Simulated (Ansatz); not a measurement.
# AlNi: the cost of one run

Computed with Ansatz 0.2.0 (DFT PBEsol, scalar-relativistic, unless a step's input says otherwise).

### 1 The structure to begin with

It takes space group Pm-3m (No. 221, cubic). Conventional cell: a = 2.881 Å, b = 2.881 Å, c = 2.881 Å, α = 90.00°, β = 90.00°, γ = 90.00°. Al (site symmetry m-3m) has 8 Ni at 2.50 Å as nearest neighbours. Around Ni (site symmetry m-3m) lie 8 Al at 2.50 Å.

Coordinates:

```xyz
2
Lattice="2.8810 0.0000 0.0000 0.0000 2.8810 0.0000 0.0000 0.0000 2.8810" Properties=species:S:1:pos:R:3 pbc="T T T"
Al    0.0000    0.0000    0.0000
Ni    1.4405    1.4405    1.4405
```

Atoms are numbered in the order of the input: Al1, Ni2.

### 2 The deformed structure

Space group Pm-3m before, P4/mmm after.

### 3 All-electron LAPW

The input, input.yaml:

```yaml
crystal:
  lattice:
    - [2.881, 0.0, 0.0]
    - [0.0, 2.881, 0.0]
    - [0.0, 0.0, 2.82338]
  atoms:
    - { symbol: Al, position: [0.0, 0.0, 0.0] }
    - { symbol: Ni, position: [0.5, 0.5, 0.5], spin: 1.5 }
magnetization:
  spin_polarized: true
kpoints:
  mp_grid: { grid: [13, 13, 13] }
  band_path:
    path:
      - [0.0, 0.0, 0.0]
      - [0.0, 0.5, 0.0]
      - [0.5, 0.5, 0.0]
      - [0.0, 0.0, 0.0]
      - [0.0, 0.0, 0.5]
      - [0.0, 0.5, 0.5]
      - [0.5, 0.5, 0.5]
      - [0.0, 0.0, 0.5]
      - [0.0, 0.5, 0.0]
    npoints: 5
scf:
  occupations: { method: fermi_dirac, width: 0.05 }
hamiltonian:
  xc: pbesol
  pseudopotentials: { kind: all_electron, lapw: { basis_error: 0.0005 } }
output:
  forces: true
  stress: true
  eigenvalues: true
```

Command:

```bash
$ ansatz run input.yaml --threads 1 --pin off --max-ram 3072MiB --backend cpu --events-out ev --progress --plain --runs-dir out
```

**Question.** How long does this run take on 1 thread of Intel Xeon Platinum 8488C (Sapphire Rapids), shared host, and how much memory does it need?

About 65 s, with a peak of 0.85 GiB.
